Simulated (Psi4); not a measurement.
# wB97X/def2-TZVP run of GeH4 (germane)

Aim: the vertical singlet–triplet gap of GeH4 (germane) at wB97X/def2-TZVP, from 2 runs. 

The results are computed with Psi4 1.11.

1 further run of the same task is left out (set aside as unsound or not needed).

## Step 1: The structure to begin with

The species is GeH4 (5 atoms), meant as a singlet with charge 0. As SMILES, `[GeH4]`. Geometry: relaxed at PBE0-D4/def2-TZVP.

Bond lengths: Ge1–H2 1.534 Å, Ge1–H3 1.534 Å, Ge1–H4 1.534 Å, Ge1–H5 1.534 Å. Angles: H2–Ge1–H3 109.5°, H2–Ge1–H4 109.5°, H2–Ge1–H5 109.5°, H3–Ge1–H4 109.5°, H3–Ge1–H5 109.5°, H4–Ge1–H5 109.5°.

## Step 2: The energy at wB97X/def2-TZVP

Input file input.dat:

```
memory 1600 MB

molecule mol {
  0 1
  Ge     0.000100     0.000100     0.000000
  H      1.148100    -0.756300     0.680600
  H     -1.238800    -0.030000     0.904200
  H     -0.329200    -0.669100    -1.340600
  H      0.419800     1.455400    -0.244100
  symmetry c1
  no_reorient
  no_com
}

set basis def2-TZVP
set puream true
set e_convergence 1e-09
set d_convergence 1e-08
set scf_type pk
set dft_radial_points 99
set dft_spherical_points 590

energy_value, wavefunction = energy('wb97x', return_wfn=True)
```

Started as:

```bash
psi4 input.dat output.dat -n 1
```

output.dat:

```text
[...]
  Running in c1 symmetry.
[...]
  Nuclear repulsion =   45.420424199804401
[...]
  Multiplicity = 1
[...]
  Nalpha       = 18
  Nbeta        = 18
[...]
    Number of basis functions: 72
[...]
   @RKS iter   1: -2077.78983676622875   -1.75158e+00   4.29706e-02 DIIS/ADIIS
[...]
   @RKS iter  10: -2079.43254006663574   -1.81899e-12   2.59946e-09 DIIS
[...]
    Orbital Energies [Eh]
    ---------------------
    Doubly Occupied:
       1A   -398.544318     2A    -49.799722     3A    -44.320872
       4A    -44.320871     5A    -44.320871     6A     -6.312603
       7A     -4.487123     8A     -4.487123     9A     -4.487122
      10A     -1.318464    11A     -1.318463    12A     -1.318461
      13A     -1.315845    14A     -1.315844    15A     -0.687851
      16A     -0.445623    17A     -0.445597    18A     -0.445585
[...]
  @RKS Final Energy: -2079.43254006663574
   => Energetics <=
    Nuclear Repulsion Energy =             45.4204241998044012
    One-Electron Energy =               -2987.2995153796891827
    Two-Electron Energy =                 925.6515700976876815
    DFT Exchange-Correlation Energy =     -63.2050189844385741
    Empirical Dispersion Energy =           0.0000000000000000
    VV10 Nonlocal Energy =                  0.0000000000000000
    Total Energy =                      -2079.4325400666357382
[...]
 Multipole Moments:
 ------------------------------------------------------------------------------------
     Multipole            Electronic (a.u.)      Nuclear  (a.u.)        Total (a.u.)
 ------------------------------------------------------------------------------------
 L = 1.  Multiply by 2.5417464519 to convert [e a0] to [Debye]
 Dipole X            :         -0.0056703            0.0058582            0.0001879
 Dipole Y            :         -0.0059209            0.0060471            0.0001262
 Dipole Z            :         -0.0002103            0.0001890           -0.0000214
 Magnitude           :                                                    0.0002274
[...]
```

It took 9 s on 1 thread of Intel Xeon 6975P-C (Granite Rapids), shared host; peak memory 0.87 GiB.

## Step 3: The triplet, same level

Input file calc.in:

```
memory 1600 MB

molecule {
  0 3
  Ge     0.000100     0.000100     0.000000
  H      1.148100    -0.756300     0.680600
  H     -1.238800    -0.030000     0.904200
  H     -0.329200    -0.669100    -1.340600
  H      0.419800     1.455400    -0.244100
  units angstrom
  symmetry c1
  no_reorient
  no_com
}

set basis def2-TZVP
set reference uks
set puream true
set e_convergence 1e-09
set d_convergence 1e-08
set scf_type pk
set dft_radial_points 99
set dft_spherical_points 590
set maxiter 100

result, w = energy('wb97x', return_wfn=True)
oeprop(w, 'MULLIKEN_CHARGES', 'WIBERG_LOWDIN_INDICES', 'QUADRUPOLE')
```

Started as:

```bash
psi4 calc.in calc.out -n 1
```

calc.out (excerpt; [...] marks lines left out):

```text
[...]
  Running in c1 symmetry.
[...]
  Nuclear repulsion =   45.420424199804401
[...]
  Multiplicity = 3
[...]
  Nalpha       = 19
  Nbeta        = 17
[...]
    Number of basis functions: 72
[...]
   @UKS iter   1: -2077.53994815154238   -1.50169e+00   4.24174e-02 DIIS/ADIIS
[...]
   @UKS iter  26: -2079.11170737651355   -1.31877e-11   5.34347e-09 DIIS
[...]
   @S^2 Observed:                2.002451297E+00
[...]
  @UKS Final Energy: -2079.11170737651355
   => Energetics <=
    Nuclear Repulsion Energy =             45.4204241998044012
    One-Electron Energy =               -2986.0363489014303013
    Two-Electron Energy =                 924.6769045444335688
    DFT Exchange-Correlation Energy =     -63.1726872193211193
    Empirical Dispersion Energy =           0.0000000000000000
    VV10 Nonlocal Energy =                  0.0000000000000000
    Total Energy =                      -2079.1117073765135501
[...]
 Multipole Moments:
 ------------------------------------------------------------------------------------
     Multipole            Electronic (a.u.)      Nuclear  (a.u.)        Total (a.u.)
 ------------------------------------------------------------------------------------
 L = 1.  Multiply by 2.5417464519 to convert [e a0] to [Debye]
 Dipole X            :         -0.1973759            0.0058582           -0.1915178
 Dipole Y            :         -0.0110376            0.0060471           -0.0049905
 Dipole Z            :          0.1396007            0.0001890            0.1397897
 Magnitude           :                                                    0.2371605
 L = 2.  Multiply by 1.3450342976 to convert [e a0^2] to [Debye ang]
 Quadrupole XX       :        -29.5368637           11.2037304          -18.3331333
 Quadrupole XY       :         -0.0593764            0.0003604           -0.0590160
[...]
  Mulliken Charges: (a.u.)
   Center  Symbol    Alpha    Beta     Spin     Total
       1    GE    16.40386 15.64386  0.76000 -0.04772
       2     H     0.51708  0.44490  0.07218  0.03802
       3     H     1.04475  0.02148  1.02327 -0.06623
       4     H     0.51707  0.44491  0.07217  0.03802
       5     H     0.51724  0.44485  0.07239  0.03791
   Total alpha = 19.00000, Total beta = 17.00000, Total charge =  0.00000
  Wiberg Bond Indices using Orthogonal Lowdin Orbitals:
  Total Bond Index:
[...]
```

It took 22 s on 1 thread of Intel Xeon 6975P-C (Granite Rapids), shared host; peak memory 0.87 GiB.

## Step 4: Results

Level: wB97X/def2-TZVP.

| quantity | value |
| --- | --- |
| singlet: total energy | -2079.43254 Eh |
| singlet: dipole moment | 0.00 D |
| singlet: HOMO energy | -12.12 eV |
| singlet: LUMO energy | 3.06 eV |
| singlet: HOMO–LUMO gap | 15.19 eV |
| triplet: total energy | -2079.11171 Eh |
| triplet: dipole moment | 0.60 D |
| triplet: HOMO energy (highest over α and β) | -3.68 eV |
| triplet: ⟨S²⟩ | 2.002 |
| vertical energy of the triplet above the singlet | 8.730 eV |

What this shows: At this shape the triplet lies 8.73 eV (201 kcal/mol) above the singlet. Mulliken charges (triplet) run from -0.07 on H3 to +0.04 on H2; they depend strongly on the basis.
